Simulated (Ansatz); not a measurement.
# BF₂H₃Si: a ladder of functionals and wavefunction methods

An exercise on one series of results from a longer session: the logs are not shown, and one member is left open.

The runs use Ansatz 0.2.0, Gaussian basis; functionals in def2-TZVPP, the program's frozen cores in correlated methods.

Plan: LDA (SPW92), PBE-D4, revPBE-D4, BLYP-D4, r2SCAN-D4, B97M-V, PBE0-D4, B3LYP-D4, r2SCANh-D4, r2SCAN0-D4, HSE06-D4, BHLYP-D4, CAM-B3LYP-D4, LC-ωPBE, ωB97X-V, ωB97M-V, B2PLYP, PBE-QIDH; CCSD(T)/def2-SVP; CCSD(T)/def2-TZVPP; MP2/def2-QZVPP; extrapolation to the limit; RPA on PBE.

## Structure used throughout

The geometry comes from an earlier relaxation with PBE0-D4 in a triple-zeta def2 set; it is a stationary point, not always the lowest conformer.

SMILES `B[SiH](F)F`, 7 atoms, charge 0, spin multiplicity 1.

Atoms are counted from 1 here; the program's logs count them from 0.

Bond lengths: B1–Si2 2.012 Å, B1–H5 1.194 Å, B1–H6 1.194 Å, Si2–F3 1.594 Å, Si2–F4 1.594 Å, Si2–H7 1.486 Å. Angles: Si2–B1–H5 120.9°, Si2–B1–H6 120.9°, H5–B1–H6 118.1°, B1–Si2–F3 111.5°, B1–Si2–F4 111.5°, B1–Si2–H7 112.5°, F3–Si2–F4 106.1°, F3–Si2–H7 107.5°, F4–Si2–H7 107.5°.

Set-up of the first run:

Input file in.yaml:

```yaml
crystal:
  periodic: [false, false, false]
  atoms:
    - {symbol: B, position_ang: [-0.751928, 0.944410, -0.083577]}
    - {symbol: Si, position_ang: [0.514445, -0.614527, 0.036582]}
    - {symbol: F, position_ang: [0.604614, -1.179509, 1.524363]}
    - {symbol: F, position_ang: [0.028281, -1.832535, -0.869416]}
    - {symbol: H, position_ang: [-1.346252, 1.175248, -1.093179]}
    - {symbol: H, position_ang: [-0.880946, 1.701275, 0.830942]}
    - {symbol: H, position_ang: [1.892887, -0.262462, -0.391415]}
basis:
  gaussian: {orbitals: def2-TZVPP}
hamiltonian: {xc: lda}
output: {orbitals: {seedname: orbitals}}
```

On the command line:

```sh
$ ansatz run in.yaml --threads 2 --pin off --events-out ev --progress --plain --max-ram 4352MiB
```

Among the steps run: LDA; PBE-D4 (GGA); revPBE-D4 (GGA); BLYP-D4 (GGA); r2SCAN-D4 (meta-GGA); B97M-V (meta-GGA); B3LYP-D4 (hybrid); r2SCANh-D4 (hybrid); r2SCAN0-D4 (hybrid); HSE06-D4 (hybrid); BHLYP-D4 (hybrid); CAM-B3LYP-D4 (range-separated); LC-ωPBE (range-separated); ωB97X-V (range-separated); ωB97M-V (range-separated); B2PLYP (double hybrid); PBE-QIDH (double hybrid).

One table of the session follows, with a row left open; its other results are not shown here.

It belongs to the step «Orbital energies across the functionals». 

```
  functional  HOMO (eV)  LUMO (eV)  gap (eV)
 LDA (SPW92)      -7.46      -4.41      3.05
      PBE-D4          ?          ?         ?
   revPBE-D4      -7.33      -3.97      3.36
     BLYP-D4      -7.30      -3.92      3.38
   r2SCAN-D4      -7.68      -3.74      3.94
      B97M-V      -7.76      -3.90      3.86
     PBE0-D4      -8.72      -3.07      5.65
    B3LYP-D4      -8.54      -3.28      5.26
  r2SCANh-D4      -8.17      -3.39      4.79
  r2SCAN0-D4      -8.92      -2.87      6.05
    HSE06-D4      -8.32      -3.46      4.86
    BHLYP-D4     -10.02      -1.99      8.03
CAM-B3LYP-D4     -10.14      -1.93      8.21
     LC-ωPBE     -11.46      -0.68     10.78
     ωB97X-V     -11.11      -0.79     10.32
     ωB97M-V     -10.91      -1.06      9.84
```

Q: Estimate the row for PBE-D4 from the others.

As computed: HOMO (eV): -7.37; LUMO (eV): -4.09; gap (eV): 3.28. In the column «HOMO (eV)» it lies between LDA (SPW92) (-7.46) and revPBE-D4 (-7.33).
